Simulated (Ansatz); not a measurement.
# PbO: a single-point run

The task is a single-point run on PbO. The structure is shown as the input types it. The cell is built on a prototype (NiAs type) and needn't be the phase found in nature.

Computed with Ansatz 0.2.0 (density functional or hybrid calculation with the settings of its input, plane waves (as first typed), unless a step's input says otherwise).

3 further runs of the same task are left out: 1 for a known fault of the program, 2 that didn't finish.

**1. The structure to begin with**

It takes space group P6_3/mmc (No. 194, hexagonal). The conventional cell has a = 3.566 Å, b = 3.566 Å, c = 6.470 Å, α = 90.00°, β = 90.00°, γ = 120.00°. Around Pb (site symmetry -3m) lie 6 O at 2.62 Å. O (site symmetry -6m2) has 6 Pb at 2.62 Å as nearest neighbours.

As a file:

```cif
data_structure
_symmetry_space_group_name_H-M 'P 1'
_symmetry_Int_Tables_number 1
_cell_length_a 3.5665
_cell_length_b 3.5665
_cell_length_c 6.4701
_cell_angle_alpha 90.000
_cell_angle_beta 90.000
_cell_angle_gamma 120.000
_cell_volume 71.27
loop_
_atom_site_label
_atom_site_type_symbol
_atom_site_fract_x
_atom_site_fract_y
_atom_site_fract_z
_atom_site_occupancy
Pb1 Pb 0.00000 0.00000 0.00000 1
Pb2 Pb 0.00000 0.00000 0.50000 1
O1 O 0.33333 0.66667 0.25000 1
O2 O 0.66667 0.33333 0.75000 1
```

**2. Input and run**

Input file input.yaml:

```yaml
crystal:
  lattice:
    - [3.5664584724, 0.0, 0.0]
    - [-1.7832292362, 3.0886436387, 0.0]
    - [0.0, 0.0, 6.4701096501]
  atoms:
    - { symbol: Pb, position: [0.0, 0.0, 0.0] }
    - { symbol: Pb, position: [0.0, 0.0, 0.5] }
    - { symbol: O, position: [0.3333333333, 0.6666666667, 0.25] }
    - { symbol: O, position: [0.6666666667, 0.3333333333, 0.75] }
kpoints:
  mp_grid: { grid: [6, 6, 4] }
hamiltonian:
  xc: pbesol
scf:
  occupations: { method: fermi_dirac, width: 0.02 }
  n_extra_bands: 5
  mixing: { beta: 0.005 }
  max_iter: 74
output:
  forces: true
  stress: true
  eigenvalues: true
```

The run is started by

```console
$ ansatz run input.yaml --threads 4 --pin off --max-ram 3686MiB --backend cpu --events-out ev --progress --plain --runs-dir out
```

**Question.** How will this run end, and is anything wrong with its input?

The run converged and reported no error. Convergence says nothing about whether the input makes sense.

In the input, scf.mixing.beta is 0.005. What could go wrong: mixing too weak. Here it converged all the same; such a setting changes the road, not the converged state.

To check: delete scf.mixing.beta (the default then holds).
